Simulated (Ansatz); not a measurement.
BiS:

```
Bi S
1.0
     2.10927    1.21779    3.50049
    -2.10927    1.21779    3.50049
     0.00000   -2.43558    3.50049
Bi S
1 1
Direct
  0.00000 0.00000 0.00000
  0.50000 0.50000 0.50000
```

The cell was built by a generator and needn't be a form met in nature.

| Property | Result |
| --- | --- |
| Program | Ansatz 0.2.0 |
| Task | relaxation of cell and atoms |
| Functional | PBE |
| Potentials or basis | Ansatz PAW |
| Cutoff | 420 eV (not typed: the program's choice for these potentials) |
| k mesh | 8 × 8 × 8 |
| Occupations | fermi-dirac, width 0.05 eV |
| Spin | no spin polarisation |

At the start: volume 26.97 Å³/atom.

How do energy, volume and symmetry change on relaxing?

It ends after 11 steps and the volume is 25.24 Å³/atom (-6.4 %); space group R-3m (No. 166, to 0.05 Å).

The path:
| step | energy change (eV) | largest force (eV/Å) | volume (Å³) |
| --- | --- | --- | --- |
| 1 | 0.0000 | 0.0000 | 53.95 |
| 2 | -0.0056 | 0.0000 | 51.97 |
| 3 | -0.0114 | 0.0000 | 52.40 |
| 4 | -0.0465 | 0.0000 | 52.72 |
| 5 | -0.0970 | 0.0000 | 52.07 |
| 6 | -0.1121 | 0.0000 | 51.06 |
| 7 | -0.1134 | 0.0000 | 50.52 |
| 8 | -0.1134 | 0.0000 | 50.49 |
| 9 | -0.1141 | 0.0000 | 50.49 |
| 10 | -0.1142 | 0.0000 | 50.49 |
| 11 | -0.1142 | 0.0000 | 50.49 |

Final structure:
```cif
data_structure
_symmetry_space_group_name_H-M 'P 1'
_symmetry_Int_Tables_number 1
_cell_length_a 4.5458
_cell_length_b 4.5458
_cell_length_c 4.5458
_cell_angle_alpha 49.851
_cell_angle_beta 49.851
_cell_angle_gamma 49.851
_cell_volume 50.49
loop_
_atom_site_label
_atom_site_type_symbol
_atom_site_fract_x
_atom_site_fract_y
_atom_site_fract_z
_atom_site_occupancy
Bi1 Bi 0.00000 0.00000 0.00000 1
S1 S 0.50000 0.50000 0.50000 1
```

Caveat: the plane-wave basis is chosen anew once the cell has moved, so the energies of steps on either side of that aren't comparable.
